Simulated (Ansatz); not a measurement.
# CH5AlOSi, SMILES O[CH]1[AlH][SiH2]1: a rigid torsion scan

With the Ansatz DFT code, driven from Python.

Typed at the interpreter:
```pycon
>>> import ansatz as az
>>> from ase import Atoms
>>> atoms = Atoms(["O", "C", "Al", "Si", "H", "H", "H", "H", "H"], positions=[
...     (-0.7262, 0.4469, -1.4295),
...     (-0.3256, 0.6641, -0.1324),
...     (1.4548, -0.0407, 0.1552),
...     (-0.5783, -0.8321, 0.9042),
...     (-0.4327, 1.2678, -1.9636),
...     (-0.6296, 1.6411, 0.3383),
...     (2.8963, -0.4388, -0.5207),
...     (-0.8519, -2.109, 0.2239),
...     (-0.7183, -0.6456, 2.4075),
... ])
>>> # start the scan from a relaxed geometry
>>> first = az.Crystal.molecule_from_ase(atoms).calculation()
>>> first = first.basis(gaussian="def2-SVP")
>>> first = first.functional("hf")
>>> first = first.relax(force_tolerance=0.02, max_steps=80)
>>> atoms.positions = first.run(threads=1).report["positions_ang"]
>>> start = atoms.get_dihedral(2, 1, 0, 4)
>>> energies = {}
>>> for turn in range(0, 360, 40):
...     turned = atoms.copy()
...     turned.set_dihedral(2, 1, 0, 4, start + turn, indices=[0, 4])
...     calculation = az.Crystal.molecule_from_ase(turned).calculation()
...     calculation = calculation.basis(gaussian="def2-SVP")
...     calculation = calculation.functional("hf")
...     energies[round((start + turn) % 360)] = calculation.run(threads=1).report["free_energy_ev"]
...
>>> floor = min(energies.values())
>>> print("dihedral Al2-C1-O0-H4 (deg)   E - E(min) (kcal/mol)")
dihedral Al2-C1-O0-H4 (deg)   E - E(min) (kcal/mol)
>>> for angle, e in sorted(energies.items()):
...     print(f"{angle:8d} {23.060548 * (e - floor):14.3f}  " + "#" * int(30 * (e - floor) / max(max(energies.values()) - floor, 1e-9)))
...
      30          2.216  #######################
      70          2.834  ##############################
     110          2.477  ##########################
     150          0.853  #########
     190          1.427  ###############
     230          2.812  #############################
     270          1.330  ##############
     310          0.000
     350          1.021  ##########
```

The scan is rigid and the energies are electronic, in a modest basis. With rigid groups the curve can differ much from the relaxed path, the start wasn't checked as a minimum of this torsion, and equivalent turns needn't return to the same energy. Hardware and time: 29 s on 1 thread of INTEL(R) XEON(R) PLATINUM 8581C CPU @ 2.10GHz (Emerald Rapids), with other jobs on the host, peak memory 0.24 GiB.
